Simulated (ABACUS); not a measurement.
Crystal: Ta3AsAu2O13.

```
CELL_PARAMETERS angstrom
5.45204 0.00000 0.00000
-2.72602 4.72161 0.00000
0.00000 0.00000 9.57902
ATOMIC_POSITIONS crystal
Ta 0.00000 0.00000 0.19408
Ta 0.00000 0.00000 0.80592
Ta 0.66667 0.33333 0.00000
As 0.00000 0.00000 0.50000
Au 0.33333 0.66667 0.27428
Au 0.33333 0.66667 0.72572
O 0.00000 0.00000 0.00000
O 0.23947 0.97129 0.36402
O 0.02871 0.26818 0.36402
O 0.73182 0.76053 0.36402
O 0.23947 0.97129 0.63598
O 0.02871 0.26818 0.63598
O 0.73182 0.76053 0.63598
O 0.38452 0.33425 0.85844
O 0.66575 0.05026 0.85844
O 0.94974 0.61548 0.85844
O 0.38452 0.33425 0.14156
O 0.66575 0.05026 0.14156
O 0.94974 0.61548 0.14156
```

The cell was built by a generator and needn't be a form met in nature.

Base run:

| Quantity | Value |
| --- | --- |
| Program | ABACUS 3.10.1 |
| Functional | PBE |
| Potentials or basis | PseudoDojo NC SR 0.4.1 PBE standard |
| Cutoff | 1361 eV |
| Density cutoff | 5442 eV |
| Basis | DZP LCAO (the cutoffs set its grid) |
| k mesh | 6 × 6 × 3 |
| Occupations | fermi-dirac, width 0.05 eV |
| Spin | no spin polarisation |

Its results: band gap on the k mesh none (metal or under the smearing width); pressure 1.8 GPa; largest force 0.462 eV/Å.

Question: After a change of settings the same cell gave: band gap on the k mesh none (metal or under the smearing width); pressure 0.1 GPa; largest force 0.259 eV/Å. Which change was it?
A. basis from DZP LCAO (the cutoffs set its grid) to TZDP LCAO (the cutoffs set its grid)
B. functional from PBE to LDA
C. cutoff from 1361 eV to 1143 eV; density cutoff from 5442 eV to 4572 eV; basis from DZP LCAO (the cutoffs set its grid) to plane waves
D. functional from PBE to SOGGA

Answer: A.

Caveats: the atomic orbitals were generated for these runs and aren't a published set; the basis of atomic orbitals isn't converged, which shifts pressures, moduli and gaps.
